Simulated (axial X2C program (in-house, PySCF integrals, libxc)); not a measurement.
# GeO: bond curves with and without spin–orbit coupling

What are the state, bond length, wavenumber and bond energy of GeO, and what does spin–orbit coupling change?

Program: an in-house X2C program for linear molecules on PySCF integrals. Level of theory: all-electron X2C, Ge dyall-cv3z, O dyall-av3z. These are calculated values, not measurements.

## 1. The job

task.json reads:

```json
{"zs": [32, 8], "q": 0, "bas": ["dyall-cv3z", "dyall-av3z"], "levels": ["PBE0", "HF", "PBE"], "cc": true, "r0": 1.68, "thr": -1.0, "nmax": 90, "npts": 10, "nst": 2, "ntry": 6}
```

Keys: zs atomic numbers; q charge; bas basis sets; levels methods (HF also brings MP2); cc coupled cluster on or off; r0 starting distance in Å; thr threshold in hartree for freezing inner shells (an s shell follows its p shell); nmax most natural virtual spinors; npts points asked for on the curve; nst determinants followed; ntry starts of the search.

Run with:

```console
$ python so2c.py task.json out
```

Spin-free means the one-electron spin-free X2C Hamiltonian; two-component (2c) means X2C with spin–orbit coupling and atomic mean-field two-electron Coulomb and Gaunt terms. Basis: Ge dyall-cv3z contracted to [9s9p7d4f1g], O dyall-av3z contracted to [7s6p3d2f]; Gaussian nuclei, density fitting. Masses: Ge 73.921 u, O 15.995 u.

Notation: σ, π±, δ± give the projection m of an orbital's angular momentum (0, ±1, ±2), α and β its spin, Λ and M_S the sums; ω is the projection of a spinor's total angular momentum and Ω the sum. Logs are in hartree.

The results follow Hamiltonian by Hamiltonian and level by level.

## 2. Which state to follow

PBE0 moves the distance from 1.680 Å to 1.618 Å and compares determinants there.

Spin-free determinants:

| ΔE (eV) | state | open shells |
| --- | --- | --- |
| 0.00 | M_S = 0, Λ = 0 | closed shell |
| 3.83 | M_S = 1, Λ = 1 | beyond closed shells: σα, π+α |
| 4.20 | M_S = 0, Λ = 1 | beyond closed shells: σα, π+β |
| 4.29 | M_S = 1, Λ = 0 | beyond closed shells: π+α, π+β, 2 × π-α |
| 4.29 | M_S = 1, Λ = 2 | beyond closed shells: 2 × π+α, π+β, π-α |
| 4.51 | M_S = 0, Λ = 2 | beyond closed shells: π+α, 2 × π+β, π-α |

Two-component determinants:

```json
{"ΔE (eV)": "0.00", "state": "Ω = 0", "open shells": "closed shell"}
{"ΔE (eV)": "3.89", "state": "Ω = 2", "open shells": "excess of +ω over −ω: ω = 1/2, ω = 3/2"}
{"ΔE (eV)": "4.15", "state": "Ω = 1", "open shells": "excess of +ω over −ω: 2 × ω = 1/2"}
{"ΔE (eV)": "4.22", "state": "Ω = 1", "open shells": "excess of +ω over −ω: ω = -1/2, ω = 3/2"}
{"ΔE (eV)": "4.25", "state": "Ω = 1", "open shells": "excess of +ω over −ω: ω = -1/2, ω = 3/2"}
{"ΔE (eV)": "4.33", "state": "Ω = 3", "open shells": "excess of +ω over −ω: 2 × ω = 3/2"}
{"ΔE (eV)": "4.44", "state": "Ω = 2", "open shells": "excess of +ω over −ω: ω = 1/2, ω = 3/2"}
```

## 3. PBE0, spin-free

State followed: M_S = 0, Λ = 0 (closed shell). The scan is laid around 1.618 Å, a first estimate of the minimum, and this SCF restarts from the orbitals of the search.

The SCF at the reference distance of 1.618 Å:

```text
spin-free X2C-1e  PBE0
basis functions 162  fitting functions 898  grid points 5073
iter        total energy     max residual
   1      -2173.847179394     4.81e-06
   2      -2173.847179394     1.82e-06
converged
one-electron -3193.66271722  Coulomb 1024.56436438  exact exchange -21.67535416  xc functional -66.79990379  nuclear repulsion 83.72643139
```

Along the bond, energies from the lowest point:

```
R (Å)  E (eV)  μ (D)  HOMO (eV)  LUMO (eV)  iterations
1.408  1.6632  -2.42      -8.38      -1.40          28
1.472  0.6920  -2.74      -8.47      -1.61          25
1.521  0.2755  -2.99      -8.52      -1.76          24
1.569  0.0598  -3.23      -8.54      -1.92          23
1.618  0.0000  -3.46      -8.55      -2.07           2
1.675  0.0787  -3.73      -8.54      -2.24          24
1.731  0.2757  -3.99      -8.44      -2.41          22
1.804  0.6485  -4.31      -8.16      -2.62          22
1.893  1.2188  -4.68      -7.87      -2.86          22
2.022  2.1539  -5.19      -7.51      -3.18          22
```

Dipoles are positive if O is the positive end.

Outer orbitals at the reference distance:

| symmetry | occupied | ε (eV) | atomic character |
| --- | --- | --- | --- |
| σα | yes | -33.55 | 96% Ge d, 3% O s |
| δ+α | yes | -33.42 | 100% Ge d |
| δ-α | yes | -33.42 | 100% Ge d |
| π-α | yes | -33.22 | 99% Ge d |
| π+α | yes | -33.22 | 99% Ge d |
| σα | yes | -25.56 | 69% O s, 9% Ge p, 9% Ge d |
| σα | yes | -13.12 | 44% Ge s, 40% O p, 8% O s |
| π-α | yes | -8.93 | 77% O p, 17% Ge p, 3% Ge d |
| π+α | yes | -8.93 | 77% O p, 17% Ge p, 3% Ge d |
| σα | yes | -8.55 | 47% O p, 28% Ge p, 18% Ge s |
| π+α | no | -2.07 | 67% Ge p, 16% O p, 9% Ge d |
| π-α | no | -2.07 | 67% Ge p, 16% O p, 9% Ge d |
| σα | no | 0.59 | 66% Ge p, 16% Ge d, 10% O p |
| σα | no | 1.96 | 50% O s, 24% Ge s, 13% Ge p |

PBE0 fields in the half plane through the axis: z from -2.4 to 3.9 Å across, distance from the axis 0.15 to 2.25 Å upwards; Ge lies at z = 0 and O at z = 1.618 Å; the ELF is damped to zero where the density is low.

log10 density (e/bohr³). Ten even steps from '0' (-5.30 ) to '9' (1.38 ):
```
1112223333332222211100
1222333333333333221110
2233344444444443332210
2233444555444444433211
2334455555555555443221
2344556666666666544321
3345566787667776654322
3345567898777887654322
```

ELF. Ten even steps from ' ' (0.00 ) to '@' (0.97 ):
```
          ......                            
      ..--====--::..........                
    ::**######**==--::::::::::..            
  ::**%%@@@@%%##++==------==----::..        
..++%%@@@@@@##++------==++****++==::..      
::%%@@@@@@%%==::....::++##%%%%%%**==::      
==%%@@@@@@**::==**==..**%%%%%%@@%%**--..    
++@@@@@@@@++::##::%%..**%%....@@%%##==..    
```

Re = 1.616 Å, ωe = 1026 cm⁻¹, ωexe = 3.88 cm⁻¹, Be = 0.4909 cm⁻¹, De = 6.59 eV, μ = -3.45 D.

## 4. HF, spin-free

The SCF at the reference distance of 1.618 Å:

```text
spin-free X2C-1e  HF
basis functions 162  fitting functions 898  grid points 5073
iter        total energy     max residual
   1      -2172.073338080     2.87e-01
   2      -2172.101711089     1.04e-02
   3      -2172.102549863     2.12e-02
   4      -2172.103285981     3.21e-03
   5      -2172.103307605     1.51e-03
   6      -2172.103319946     6.38e-04
   7      -2172.103321191     1.10e-04
   8      -2172.103321366     2.17e-05
   9      -2172.103321375     1.01e-05
  10      -2172.103321375     1.50e-06
converged
one-electron -3193.77362703  Coulomb 1024.79255186  exact exchange -86.84867759  xc functional 0.00000000  nuclear repulsion 83.72643139
```

Re = 1.587 Å, ωe = 1136 cm⁻¹, ωexe = 3.74 cm⁻¹, Be = 0.5091 cm⁻¹, De = 3.16 eV, μ = -4.03 D.

## 5. PBE, spin-free

Output at 1.618 Å:

```text
spin-free X2C-1e  PBE
basis functions 162  fitting functions 898  grid points 5073
iter        total energy     max residual
   1      -2173.839770617     9.57e-02
   2      -2173.842284495     6.22e-02
   3      -2173.843770226     1.65e-02
   4      -2173.843779172     8.40e-03
   5      -2173.843966316     1.90e-03
   6      -2173.843970876     9.82e-04
   7      -2173.843972229     7.56e-05
   8      -2173.843972241     3.43e-05
   9      -2173.843972243     1.81e-06
converged
one-electron -3193.29890650  Coulomb 1024.15956255  exact exchange 0.00000000  xc functional -88.43105969  nuclear repulsion 83.72643139
```

Re = 1.641 Å, ωe = 954 cm⁻¹, ωexe = 3.97 cm⁻¹, Be = 0.476 cm⁻¹, De = 7.31 eV, μ = -3.23 D.

## 6. Correlated methods, spin-free

Correlated methods: 10 electrons correlated (frozen shells, counted by type: Ge 3 s, 2 p, 1 d; O 1 s), 234 virtual spinors in MP2, 88 natural virtuals in coupled cluster.

Output of the correlated part at 1.618 Å:

```text
correlated 10  virtual 234  natural virtual 88  E(MP2) -0.358222836  MP2 remainder -0.011240738
iter   CCSD correlation   residual
   1     -0.319546637   2.24e-01
   2     -0.335470333   1.36e-01
   3     -0.340124024   3.21e-02
   4     -0.340375668   1.29e-02
   5     -0.340539943   4.43e-03
   6     -0.340542899   1.30e-03
   7     -0.340531222   4.59e-04
   8     -0.340538253   1.55e-04
   9     -0.340538980   4.19e-05
  10     -0.340538096   1.31e-05
  11     -0.340538352   4.80e-06
  12     -0.340538291   1.49e-06
  13     -0.340538280   4.55e-07
(T) -0.019501080  T1 0.0417  D1 0.0630  max T2 0.061
```

T1 in the output is the amplitude norm over the root of the electron number; divide by √2 for the Lee–Taylor value.

MP2: Re = 1.649 Å, ωe = 940 cm⁻¹, Be = 0.4712 cm⁻¹, De = 7.41 eV.

CCSD: Re = 1.624 Å, ωe = 1026 cm⁻¹, ωexe = 3.79 cm⁻¹, Be = 0.4864 cm⁻¹, De = 6.37 eV. T1 at Re = 0.030 (Lee–Taylor, the printed value over √2).

CCSD(T): Re = 1.638 Å, ωe = 973 cm⁻¹, ωexe = 4.21 cm⁻¹, Be = 0.4777 cm⁻¹, De = 6.77 eV. T1 at Re = 0.031 (Lee–Taylor, the printed value over √2).

## 7. The spin-free curves together

Energy (eV) of the followed determinant, spin-free, from each level's lowest point:

```
R (Å)   PBE0     HF    MP2   CCSD  CCSD(T)    PBE
1.408  1.663  1.402  2.029    n/a      n/a  1.898
1.472  0.692  0.498  0.941  0.776    0.865  0.859
1.521  0.275  0.144  0.442  0.324    0.386  0.388
1.569  0.060  0.000  0.147  0.081    0.114  0.117
1.618  0.000  0.019  0.010  0.000    0.000  0.000
1.675  0.079  0.196  0.000  0.060    0.019  0.011
1.731  0.276  0.496  0.110  0.243    0.157  0.140
1.804  0.649  1.006  0.375  0.605    0.456  0.425
1.893  1.219  1.745  0.825    n/a      n/a  0.890
2.022  2.154  2.912  1.658    n/a      n/a  1.676
```

## 8. PBE0, 2c

State followed: Ω = 0 (closed shell). The scan is laid around 1.618 Å, a first estimate of the minimum, and this SCF restarts from the orbitals of the search.

Output at 1.618 Å:

```text
two-component X2C + atomic mean field  PBE0
basis functions 162  fitting functions 898  grid points 5073
iter        total energy     max residual
   1      -2173.171385244     7.33e-05
   2      -2173.171385246     1.17e-05
converged
one-electron -3191.92561581  Coulomb 1024.19788702  exact exchange -21.66779209  xc functional -66.77659970  nuclear repulsion 83.72643139  atomic mean-field constant -0.72569606
```

Along the bond, energies from the lowest point:

```
R (Å)  E (eV)  μ (D)  HOMO (eV)  LUMO (eV)  iterations
1.408  1.6681  -2.42      -8.38      -1.43          30
1.472  0.6951  -2.75      -8.47      -1.64          26
1.521  0.2774  -2.99      -8.52      -1.80          24
1.569  0.0607  -3.23      -8.54      -1.96          24
1.618  0.0000  -3.46      -8.55      -2.11           2
1.675  0.0777  -3.73      -8.54      -2.28          24
1.731  0.2739  -3.99      -8.43      -2.45          23
1.804  0.6458  -4.31      -8.15      -2.66          24
1.893  1.2150  -4.68      -7.86      -2.90          23
2.022  2.1488  -5.19      -7.51      -3.22          23
```

Dipoles are positive if O is the positive end.

Outer spinors at the reference distance:

```tsv
ω	occupied	ε (eV)	atomic character	λ mixture
3/2	yes	-33.73	100% Ge d	89% δ, 11% π
1/2	yes	-33.72	97% Ge d	70% σ, 30% π
5/2	yes	-33.22	100% Ge d	100% δ
1/2	yes	-33.16	98% Ge d	70% π, 30% σ
3/2	yes	-33.04	99% Ge d	89% π, 11% δ
1/2	yes	-25.56	69% O s, 9% Ge p, 9% Ge d	100% σ
1/2	yes	-13.12	44% Ge s, 40% O p, 8% O s	100% σ
1/2	yes	-8.94	77% O p, 17% Ge p, 3% Ge d	100% π
3/2	yes	-8.91	77% O p, 16% Ge p, 3% Ge d	100% π
1/2	yes	-8.55	47% O p, 28% Ge p, 18% Ge s	100% σ
1/2	no	-2.11	67% Ge p, 16% O p, 9% Ge d	100% π
3/2	no	-2.02	68% Ge p, 16% O p, 9% Ge d	100% π
1/2	no	0.60	65% Ge p, 17% Ge d, 10% O p	100% σ
1/2	no	2.01	47% O s, 26% Ge s, 14% Ge p	100% σ
```

PBE0 fields in the half plane through the axis: z from -2.4 to 3.9 Å across, distance from the axis 0.15 to 2.25 Å upwards; Ge lies at z = 0 and O at z = 1.618 Å; the ELF is damped to zero where the density is low.

log10 density (e/bohr³). Ten even steps from ' ' (-5.29 ) to '@' (1.38 ):
```
......::::::----------::::::::::::......    
..::::::------------------------::::......  
::::------====================------::::..  
::::----======++++++==============----::....
::----====++++++++++++++++++++++====--::::..
::--====++++********************++====--::..
----==++++****##%%##****######****++==--::::
----==++++**##%%@@%%##**##%%%%##**++==--::::
```

ELF. Ten even steps from ' ' (0.00 ) to '@' (0.97 ):
```
          ......                            
      ..--====--::..........                
    ::**######**==--::::::::::..            
  ::**%%@@@@%%##++==------==----::..        
..++%%@@@@@@##++------==++****++==::..      
::%%@@@@@@%%==::....::++##%%%%%%**==::      
==%%@@@@@@**::==**==..**%%%%%%@@%%**--..    
++@@@@@@@@++::##::%%..**%%....@@%%##==..    
```

Re = 1.616 Å, ωe = 1026 cm⁻¹, ωexe = 3.88 cm⁻¹, Be = 0.4907 cm⁻¹, De = 6.59 eV, μ = -3.45 D.

## 9. HF, 2c

Output at 1.618 Å:

```text
two-component X2C + atomic mean field  HF
basis functions 162  fitting functions 898  grid points 5073
iter        total energy     max residual
   1      -2171.398161826     2.87e-01
   2      -2171.426511244     1.05e-02
   3      -2171.427350225     2.11e-02
   4      -2171.428081535     3.21e-03
   5      -2171.428103073     1.50e-03
   6      -2171.428115340     6.41e-04
   7      -2171.428116581     1.10e-04
   8      -2171.428116756     2.18e-05
   9      -2171.428116766     1.04e-05
  10      -2171.428116766     1.67e-06
converged
one-electron -3192.03582098  Coulomb 1024.42524374  exact exchange -86.81827486  xc functional 0.00000000  nuclear repulsion 83.72643139  atomic mean-field constant -0.72569606
```

Re = 1.587 Å, ωe = 1136 cm⁻¹, ωexe = 3.74 cm⁻¹, Be = 0.5088 cm⁻¹, De = 3.14 eV, μ = -4.03 D.

## 10. PBE, 2c

Output at 1.618 Å:

```text
two-component X2C + atomic mean field  PBE
basis functions 162  fitting functions 898  grid points 5073
iter        total energy     max residual
   1      -2173.163765784     9.56e-02
   2      -2173.166278080     6.22e-02
   3      -2173.167763813     1.65e-02
   4      -2173.167772337     8.39e-03
   5      -2173.167959224     1.90e-03
   6      -2173.167963743     9.79e-04
   7      -2173.167965087     7.56e-05
   8      -2173.167965099     3.42e-05
   9      -2173.167965101     1.73e-06
converged
one-electron -3191.56125983  Coulomb 1023.79250274  exact exchange 0.00000000  xc functional -88.39994334  nuclear repulsion 83.72643139  atomic mean-field constant -0.72569606
```

Re = 1.641 Å, ωe = 953 cm⁻¹, ωexe = 3.97 cm⁻¹, Be = 0.4758 cm⁻¹, De = 7.31 eV, μ = -3.24 D.

## 11. MP2 and beyond, 2c

Correlated methods: 10 electrons correlated (frozen shells, counted by type: Ge 3 s, 2 p, 1 d; O 1 s), 234 virtual spinors in MP2, 90 natural virtuals in coupled cluster.

Output of the correlated part at 1.618 Å:

```text
correlated 10  virtual 234  natural virtual 90  E(MP2) -0.358096568  MP2 remainder -0.010479193
iter   CCSD correlation   residual
   1     -0.320139183   2.24e-01
   2     -0.336043400   1.36e-01
   3     -0.340683938   3.21e-02
   4     -0.340941160   1.29e-02
   5     -0.341103849   4.43e-03
   6     -0.341106443   1.32e-03
   7     -0.341094711   4.71e-04
   8     -0.341101990   1.64e-04
   9     -0.341102604   5.36e-05
  10     -0.341101632   2.49e-05
  11     -0.341102086   1.40e-05
  12     -0.341101890   7.09e-06
  13     -0.341101948   2.90e-06
  14     -0.341101914   1.29e-06
  15     -0.341101912   4.27e-07
(T) -0.019570827  T1 0.0417  D1 0.0631  max T2 0.061
```

MP2: Re = 1.650 Å, ωe = 940 cm⁻¹, Be = 0.471 cm⁻¹, De = 7.40 eV.

CCSD: Re = 1.624 Å, ωe = 1025 cm⁻¹, ωexe = 3.81 cm⁻¹, Be = 0.4862 cm⁻¹, De = 6.35 eV. T1 at Re = 0.030 (Lee–Taylor, the printed value over √2).

CCSD(T): Re = 1.638 Å, ωe = 972 cm⁻¹, ωexe = 4.25 cm⁻¹, Be = 0.4775 cm⁻¹, De = 6.75 eV. T1 at Re = 0.031 (Lee–Taylor, the printed value over √2).

## 12. The 2c curves together

Energy (eV) of the followed determinant, 2c, from each level's lowest point:

```
R (Å)   PBE0     HF    MP2   CCSD  CCSD(T)    PBE
1.408  1.668  1.407  2.034    n/a      n/a  1.903
1.472  0.695  0.500  0.944  0.778    0.867  0.862
1.521  0.277  0.145  0.444  0.326    0.388  0.390
1.569  0.061  0.000  0.148  0.082    0.114  0.118
1.618  0.000  0.018  0.010  0.000    0.000  0.000
1.675  0.078  0.194  0.000  0.059    0.018  0.010
1.731  0.274  0.493  0.110  0.242    0.156  0.138
1.804  0.646  1.002  0.374  0.603    0.453  0.423
1.893  1.215  1.739  0.824    n/a      n/a  0.886
2.022  2.149  2.903  1.662    n/a      n/a  1.671
```

The whole job took 95 s on 1 thread of AMD EPYC 7B13 (Zen 3), shared host; peak memory 0.61 GiB.

## 13. Results

Lowest determinant that the search found at its distance, spin-free: M_S = 0, Λ = 0 (closed shell).

Lowest determinant that the search found at its distance, 2c: Ω = 0 (closed shell).

```csv
Hamiltonian,level,Re (Å),ωe (cm⁻¹),De (eV),μ (D)
spin-free,PBE0,1.616,1026,6.59,-3.45
spin-free,HF,1.587,1136,3.16,-4.03
spin-free,MP2,1.649,940,7.41,n/a
spin-free,CCSD,1.624,1026,6.37,n/a
spin-free,CCSD(T),1.638,973,6.77,n/a
spin-free,PBE,1.641,954,7.31,-3.23
2c,PBE0,1.616,1026,6.59,-3.45
2c,HF,1.587,1136,3.14,-4.03
2c,MP2,1.650,940,7.40,n/a
2c,CCSD,1.624,1025,6.35,n/a
2c,CCSD(T),1.638,972,6.75,n/a
2c,PBE,1.641,953,7.31,-3.24
```

Dipoles are positive if O is the positive end.

Time per point (s) on 1 thread of AMD EPYC 7B13 (Zen 3), shared host (2c runs; CCSD comes with the CCSD(T) run); the times are rough: PBE0 0.58, HF 0.31, MP2 0.41, CCSD(T) 3.5, PBE 0.38.

At CCSD(T), going from spin-free to two-component changes Re by 0 mÅ, ωe by -0.1 %, which is small (part of it comes from the scalar share of the two-electron terms). De moves by -0.02 eV; both De rest on single-determinant atoms, which can miss part of an open shell's spin–orbit lowering.

De refers to Ge + O, each in the lowest determinant found, which need not be this curve's own limit. Each curve is one determinant whose occupation by symmetry is held fixed; it was picked as the lowest of a PBE0 search that is not exhaustive. Closed shells are restricted here (equal orbitals for both partners), which fails at long range if the bond breaks into open shells. De is counted from the lowest determinant-based energies of the atoms at the same level, without counterpoise correction. Coupled cluster ran in a truncated set of natural virtual spinors; the MP2 energy of the rest was added. With the outer-core shells frozen, correlated bond lengths of heavy atoms tend to come out a few hundredths of an ångström too long. T1 at Re is 0.031 (Lee–Taylor), above the customary mark of 0.02.
